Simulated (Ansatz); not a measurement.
**Cl3H3OSiSn: how energies converge with the basis set**

An exercise on one series of results from a longer session: the logs are not shown, and one member is left open.

Program: Ansatz 0.2.0, Gaussian basis. Level of theory: one geometry, several basis sets. These are calculated values, not measurements.

The runs, in order: PBE0-D4/def2-SVP; ωB97M-V/def2-SVP; PBE0-D4/def2-QZVPP; ωB97M-V/def2-QZVPP; the functionals' def2-TZVPP values are taken from earlier runs.

### Structure used throughout

The geometry comes from an earlier relaxation with PBE0-D4 in a triple-zeta def2 set; it is a stationary point, not always the lowest conformer. Sn takes the def2 core potential; no spin-orbit term is included.

SMILES `[SiH3][O][Sn]([Cl])([Cl])[Cl]`, 9 atoms, charge 0, spin multiplicity 1.

Atoms are counted from 1 here; the program's logs count them from 0.

Bond lengths: Si1–O2 1.648 Å, Si1–H7 1.482 Å, Si1–H8 1.486 Å, Si1–H9 1.486 Å, O2–Sn3 1.917 Å, Sn3–Cl4 2.290 Å, Sn3–Cl5 2.282 Å, Sn3–Cl6 2.290 Å. Angles: O2–Si1–H7 107.2°, O2–Si1–H8 110.4°, O2–Si1–H9 110.4°, H7–Si1–H8 110.0°, H7–Si1–H9 110.0°, H8–Si1–H9 108.8°, Si1–O2–Sn3 137.1°, O2–Sn3–Cl4 109.4°, O2–Sn3–Cl5 107.3°, O2–Sn3–Cl6 109.4°, Cl4–Sn3–Cl5 110.5°, Cl4–Sn3–Cl6 109.7°, Cl5–Sn3–Cl6 110.5°.

Set-up of the first run:

in.yaml

```yaml
crystal:
  periodic: [false, false, false]
  atoms:
    - {symbol: Si, position_ang: [0.243477, -1.457952, 0.896651]}
    - {symbol: O, position_ang: [0.730601, -0.195937, -0.045015]}
    - {symbol: Sn, position_ang: [-0.076245, 1.338703, -0.863344]}
    - {symbol: Cl, position_ang: [-1.714194, 0.655579, -2.311057]}
    - {symbol: Cl, position_ang: [1.569682, 2.452531, -1.984159]}
    - {symbol: Cl, position_ang: [-0.989332, 2.673572, 0.758339]}
    - {symbol: H, position_ang: [1.437116, -2.298380, 1.152952]}
    - {symbol: H, position_ang: [-0.798752, -2.253835, 0.197163]}
    - {symbol: H, position_ang: [-0.313951, -0.960581, 2.181472]}
basis:
  gaussian: {orbitals: def2-SVP}
hamiltonian: {xc: pbe0, dispersion: d4}
output: {orbitals: {seedname: orbitals}}
```

Run with:

```bash
ansatz run in.yaml --threads 4 --pin off --events-out ev --progress --plain --max-ram 11315MiB
```

Among the steps run: PBE0-D4 in def2-SVP; ωB97M-V in def2-SVP; PBE0-D4 in def2-QZVPP; ωB97M-V in def2-QZVPP.

One table of the session follows, with a row left open; its other results are not shown here.

It belongs to the step «Functionals by basis». 

| functional | basis | HOMO (eV) | LUMO (eV) |
| --- | --- | --- | --- |
| PBE0-D4 | def2-SVP | -9.08 | -2.79 |
| PBE0-D4 | def2-TZVPP | ? | ? |
| PBE0-D4 | def2-QZVPP | -9.17 | -2.92 |
| ωB97M-V | def2-SVP | -11.33 | -0.63 |
| ωB97M-V | def2-TZVPP | -11.46 | -0.84 |
| ωB97M-V | def2-QZVPP | -11.48 | -0.92 |

Q: Estimate the row for PBE0-D4, def2-TZVPP from the others.

**Answer.** HOMO (eV): -9.16; LUMO (eV): -2.90. In the column «HOMO (eV)» it lies between PBE0-D4, def2-QZVPP (-9.17) and PBE0-D4, def2-SVP (-9.08).
